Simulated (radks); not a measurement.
# Ionising bismuth step by step, Bi²⁷⁺ to Bi³⁷⁺

An exercise on one series of results from a longer session: the logs are not shown, and one member is left open.

Program: radks (a radial shooting solver on a logarithmic mesh, Libxc functionals) version 1. Level of theory: Dirac Kohn-Sham, BLYP, spin-unpolarised, spherical densities, finite nucleus; open shells fill j = l - 1/2 first. These are calculated values, not measurements, unless marked.

## The system

```
element             : bismuth (Z = 83)
charges             : 27 to 37
first configuration : [Kr] 4d10 4f10
last configuration  : [Kr] 4d10
```

The first run:

The run's settings:

```text
Z 83
configuration [Kr] 4d10 4f10
relativity Dirac
functional b88,lyp
spin unpolarised
j_filling energy
nucleus finite rms 5.5211 fm
c 137.035999084
```

Among the steps run: Bi²⁷⁺, [Kr] 4d10 4f10; Bi²⁸⁺, [Kr] 4d10 4f9; Bi²⁹⁺, [Kr] 4d10 4f8; Bi³⁰⁺, [Kr] 4d10 4f7; Bi³¹⁺, [Kr] 4d10 4f6; Bi³²⁺, [Kr] 4d10 4f5; Bi³³⁺, [Kr] 4d10 4f4; Bi³⁴⁺, [Kr] 4d10 4f3; Bi³⁵⁺, [Kr] 4d10 4f2; Bi³⁶⁺, [Kr] 4d10 4f1; Bi³⁷⁺, [Kr] 4d10.

One of the session's tables, all rows but one given; the rest of the session is left out.

| species | Δ-SCF (eV) | −ε(HOMO) (eV) |
| --- | --- | --- |
| Bi²⁷⁺ | 935.43 | 908.35 |
| Bi²⁸⁺ | 990.33 | 962.69 |
| Bi²⁹⁺ | 1046.4 | 1018.2 |
| Bi³⁰⁺ | 1103.5 | 1074.7 |
| Bi³¹⁺ | 1169.6 | 1140.0 |
| Bi³²⁺ | 1229.3 | 1199.2 |
| Bi³³⁺ | 1290.1 | 1259.5 |
| Bi³⁴⁺ | ? | ? |
| Bi³⁵⁺ | 1415.0 | 1383.3 |
| Bi³⁶⁺ | 1479.0 | 1446.8 |

Estimate the missing values for Bi³⁴⁺.

**Answer.** Δ-SCF (eV): 1352.0; −ε(HOMO) (eV): 1320.9. In the column «Δ-SCF (eV)» it lies between Bi³³⁺ (1290.1) and Bi³⁵⁺ (1415.0).

Minus the highest eigenvalue gives 97 to 98 % of the Δ-SCF value along the ladder. Spin polarisation and multiplet splitting are left out, so open shells lie too high by an amount that depends on their filling.
